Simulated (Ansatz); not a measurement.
The system is HfIn4SiO6.

```xyz
12
Lattice="2.4142 -8.1295 -0.0036 2.4142 8.1295 -0.0036 -0.9887 0.0000 4.7307" Properties=species:S:1:pos:R:3 pbc="T T T"
Hf    0.0000    0.0000    0.0000
In    2.4142   -2.6536   -0.0036
In    1.9198    5.4960    2.3617
In    2.4142    2.6536   -0.0036
In    1.9198   -5.4960    2.3617
Si    1.9198    0.0000    2.3617
O     3.2588    0.0000    1.2744
O     0.5808    0.0000    3.4491
O     1.0613    1.3105    1.3041
O     2.7783    1.3105    3.4194
O     2.7783   -1.3105    3.4194
O     1.0613   -1.3105    1.3041
```

The cell was built by a generator and needn't be a form met in nature.

| Item | Value |
| --- | --- |
| Program | Ansatz 0.2.0 |
| Task | relaxation of cell and atoms |
| Functional | r2SCAN |
| Dispersion | rVV10 |
| Potentials or basis | Ansatz PAW |
| Cutoff | 500 eV (not typed: the program's choice for these potentials) |
| k mesh | 4 × 4 × 4 |
| Occupations | fermi-dirac, width 0.05 eV |
| Spin | no spin polarisation |

At the start: volume 15.47 Å³/atom.

**Question.** How do energy, volume and symmetry change on relaxing?

**Answer.** It ends after 10 steps and the volume is 14.69 Å³/atom (-5.0 %); space group C2/m (No. 12, to 0.05 Å).

Step by step:
```csv
step,energy change (eV),largest force (eV/Å),volume (Å³)
1,0.0000,0.4012,185.63
2,-0.1247,0.4578,174.27
3,-0.1719,0.1695,177.00
4,-0.1756,0.0594,176.41
5,-0.1761,0.0608,176.64
6,-0.1766,0.0085,176.37
7,-0.1767,0.0045,176.26
8,-0.1734,0.0044,176.26
9,-0.1734,0.0108,176.29
10,-0.1734,0.0108,176.29
```

Final structure:
```cif
data_structure
_symmetry_space_group_name_H-M 'P 1'
_symmetry_Int_Tables_number 1
_cell_length_a 8.3062
_cell_length_b 8.3062
_cell_length_c 4.7699
_cell_angle_alpha 93.665
_cell_angle_beta 93.665
_cell_angle_gamma 146.667
_cell_volume 176.29
loop_
_atom_site_label
_atom_site_type_symbol
_atom_site_fract_x
_atom_site_fract_y
_atom_site_fract_z
_atom_site_occupancy
Hf1 Hf 0.00000 0.00000 0.00000 1
In1 In 0.66304 0.33696 0.00000 1
In2 In 0.16189 0.83811 0.50000 1
In3 In 0.33696 0.66304 0.00000 1
In4 In 0.83811 0.16189 0.50000 1
Si1 Si 0.50000 0.50000 0.50000 1
O1 O 0.73014 0.73014 0.27044 1
O2 O 0.26986 0.26986 0.72956 1
O3 O 0.19544 0.35903 0.27733 1
O4 O 0.64097 0.80456 0.72267 1
O5 O 0.80456 0.64097 0.72267 1
O6 O 0.35903 0.19544 0.27733 1
```

Caveat: the plane-wave basis is chosen anew once the cell has moved, so the energies of steps on either side of that aren't comparable; the PAW data sets come from PBE, with cores solved anew for the run's functional, which leaves a small shift of forces and pressure.
